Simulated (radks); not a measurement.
# Ir⁴⁺ in [Xe] 4f14 5d5: an all-electron calculation

Aim: the levels, the sizes of the orbitals and the parts of the energy of the iridium ion Ir4+.

The numbers are computed with radks (a radial shooting solver on a logarithmic mesh, Libxc functionals) version 1 (scalar-relativistic Kohn-Sham, LDA (Slater exchange, Perdew-Wang correlation), spin-polarised, spherical densities, finite nucleus; open shells are filled with parallel spins first), except any that are marked as measured or tabulated.

**1. The system**

| Property | Result |
| --- | --- |
| element | iridium (Z = 77) |
| charge | +4 |
| electrons | 73 |
| configuration | [Xe] 4f14 5d5 |
| nuclear rms radius | 5.4032 fm |

Outer shells as boxes (Hund's rule):

Ir⁴⁺
```
[Xe] core
4f [↑↓][↑↓][↑↓][↑↓][↑↓][↑↓][↑↓]
5d [↑ ][↑ ][↑ ][↑ ][↑ ]
```

**2. The calculation**

The run's settings:

```text
Z 77
configuration [Xe] 4f14 5d5 6s0 6p0
relativity scalar-relativistic
functional lda,pw
spin polarised
nucleus finite rms 5.4032 fm
c 137.035999084
```

Command:

```console
> python run_ks.py task.json out
```

The same process makes all the runs of this session.

Q: Predict the outcome of this run.

As calculated:

| quantity | value |
| --- | --- |
| total energy | -17810.4528 hartree |
| exchange-correlation share of it | 1.88 % |
| −T/E | 1.1110 |
| highest occupied level | 5d up, -52.198 eV |
| most extended occupied level | 5d up, <r> = 1.48 bohr |
| radius at density 0.001 e/bohr³ | 3.14 bohr |
| maxima of the radial density | 4 |
| ionisation energy, NIST | 57 (theory) eV |

5 principal shells are occupied and 4 maxima appear in the radial density; where shells overlap, one shows as a shoulder or not at all. Relativity lifts −T/E to 1.111. Minus the highest eigenvalue, 52.198 eV, is 92 % of the tabulated ionisation energy (57 eV). Open shells are spherical and high-spin; term and fine-structure splittings are not resolved. Spin-orbit splitting is averaged out at the scalar-relativistic level.
